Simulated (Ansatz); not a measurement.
# BBrCl radical: basis-set convergence

The task here is to estimate one member of a computed series from the others.

Program: Ansatz 0.2.0, Gaussian basis. Level of theory: one geometry, several basis sets. These are calculated values, not measurements.

The runs, in order: PBE0-D4/def2-SVP; ωB97M-V/def2-SVP; PBE0-D4/def2-QZVPP; ωB97M-V/def2-QZVPP; the functionals' def2-TZVPP values are taken from earlier runs.

**The geometry**

The geometry comes from an earlier relaxation with PBE0-D4 in a triple-zeta def2 set; it is a stationary point.

3 atoms, charge 0, spin multiplicity 2.

Atoms are counted from 1 here; the program's logs count them from 0.

Bond lengths: Cl1–B2 1.715 Å, B2–Br3 1.883 Å. Angles: Cl1–B2–Br3 125.8°.

Set-up of the first run:

in.yaml reads:

```yaml
crystal:
  periodic: [false, false, false]
  atoms:
    - {symbol: Cl, position_ang: [-0.155366, 1.563297, 0.076609]}
    - {symbol: B, position_ang: [-0.479864, -0.085285, -0.269423]}
    - {symbol: Br, position_ang: [0.624329, -1.542812, 0.179614]}
basis:
  gaussian: {orbitals: def2-SVP}
magnetization: {spin_polarized: true, initial_magnetization: 1}
hamiltonian: {xc: pbe0, dispersion: d4}
output: {orbitals: {seedname: orbitals}}
```

Command:

```
> ansatz run in.yaml --threads 4 --pin off --events-out ev --progress --plain --max-ram 10444MiB
```

Steps of the session up to this table: PBE0-D4 in def2-SVP; ωB97M-V in def2-SVP; PBE0-D4 in def2-QZVPP; ωB97M-V in def2-QZVPP.

One of the session's tables, all rows but one given; the rest of the session is left out.

It belongs to the step «Density functionals: the series». 

| functional | basis | HOMO (eV) | LUMO (eV) |
| --- | --- | --- | --- |
| PBE0-D4 | def2-SVP | -6.25 | -1.96 |
| PBE0-D4 | def2-TZVPP | -6.37 | -2.12 |
| PBE0-D4 | def2-QZVPP | ? | ? |
| ωB97M-V | def2-SVP | -8.02 | -0.19 |
| ωB97M-V | def2-TZVPP | -8.19 | -0.56 |
| ωB97M-V | def2-QZVPP | -8.22 | -0.61 |

Estimate the missing values for PBE0-D4, def2-QZVPP.

As computed: HOMO (eV): -6.39; LUMO (eV): -2.15. In the column «HOMO (eV)» it lies between ωB97M-V, def2-SVP (-8.02) and PBE0-D4, def2-TZVPP (-6.37).
